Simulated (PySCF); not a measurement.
# CH6ClPSn: the cost of one run

Computed with PySCF 2.14.0 and routines of our own; the level stands in each step. Atoms count from 0.

## Step 1: The system as given

10 atoms, charge 0, multiplicity 1; geometry from: GFN2-xTB.

## Step 2: Geometry optimisation at PBE0-D3(BJ)/def2-SVP

The job: settings as JSON, then the geometry in Å.

```
{"job": {"xc": "PBE0", "basis": "def2-SVP", "d3": "d3bj", "grid": 1, "maxiter": 30, "shake": 0.01, "kind": "geom"}, "charge": 0, "multiplicity": 1}
C     -1.787040    -0.370120    -0.127270
Sn     0.179450     0.543920     0.146830
P      2.083180    -1.015080    -0.362840
Cl     0.375990     2.215220    -1.475910
H     -2.111210    -0.889820     0.748170
H     -1.763010    -1.024120    -0.973640
H     -2.518600     0.433270    -0.343200
H      0.231240     1.451670     1.658790
H      2.308950    -1.360320     0.992180
H      3.051490    -0.005540    -0.284150
```

Started as:

```console
$ OMP_NUM_THREADS=1 python heavy_run.py task.json out
```

One launch serves the whole session: the jobs run in the order shown.

Q: Estimate the wall time and peak memory of this first job on 1 thread of Arm Neoverse V2, shared host.

About 32 s, with a peak of 0.45 GiB.
